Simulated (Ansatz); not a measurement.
# FH5Si2Zn: the cost of one run

Program: Ansatz 0.2.0. Level of theory: RKS B3LYP-D4/def2-SVP. These are calculated values, not measurements.

### 1 The structure to begin with

Bond lengths: F1–Si2 1.727 Å, Si2–Zn3 1.517 Å, Zn3–Si4 1.265 Å, Si2–H5 1.478 Å, Si2–H6 1.484 Å, Si4–H7 1.437 Å, Si4–H8 1.497 Å, Si4–H9 1.531 Å. Angles: F1–Si2–Zn3 99.6°, F1–Si2–H5 110.1°, F1–Si2–H6 109.7°, Zn3–Si2–H5 117.6°, Zn3–Si2–H6 109.5°, H5–Si2–H6 109.8°, Si2–Zn3–Si4 155.1°, Zn3–Si4–H7 99.4°, Zn3–Si4–H8 118.3°, Zn3–Si4–H9 111.6°, H7–Si4–H8 109.4°, H7–Si4–H9 111.1°, H8–Si4–H9 106.9°.

As a file:

```xyz
9

F     1.7474    1.2367   -1.3543
Si    0.1618    1.1791   -0.6726
Zn    0.2550   -0.1359    0.0770
Si   -0.2063   -1.1622    0.6541
H    -0.8549    1.2873   -1.7404
H    -0.0058    2.2899    0.2967
H     0.9451   -2.0171    0.5674
H    -1.3851   -1.8521    0.0422
H    -0.5687   -0.8720    2.1128
```

### 2 End point A

File input.yaml:

```yaml
crystal:
  periodic: [false, false, false]
  atoms:
    - { symbol: F, position_ang: [1.7474, 1.2367, -1.3543] }
    - { symbol: Si, position_ang: [0.1618, 1.1791, -0.6726] }
    - { symbol: Zn, position_ang: [0.255, -0.1359, 0.077] }
    - { symbol: Si, position_ang: [-0.2063, -1.1622, 0.6541] }
    - { symbol: H, position_ang: [-0.8549, 1.2873, -1.7404] }
    - { symbol: H, position_ang: [-0.0058, 2.2899, 0.2967] }
    - { symbol: H, position_ang: [0.9451, -2.0171, 0.5674] }
    - { symbol: H, position_ang: [-1.3851, -1.8521, 0.0422] }
    - { symbol: H, position_ang: [-0.5687, -0.872, 2.1128] }
basis:
  gaussian: { orbitals: def2-SVP }
hamiltonian:
  xc: b3lyp
  dispersion: d4
relax:
  f_tol: 0.015
  max_steps: 40
output:
  orbitals: {}
```

Started as:

```sh
ansatz run input.yaml --threads 2 --pin off --max-ram 3072MiB --backend cpu --events-out ev --progress --plain --runs-dir out
```

Q: Estimate wall time and peak memory on 2 threads of AMD EPYC 9R45 (Zen 5), shared host.

About 23 s, with a peak of 0.28 GiB.
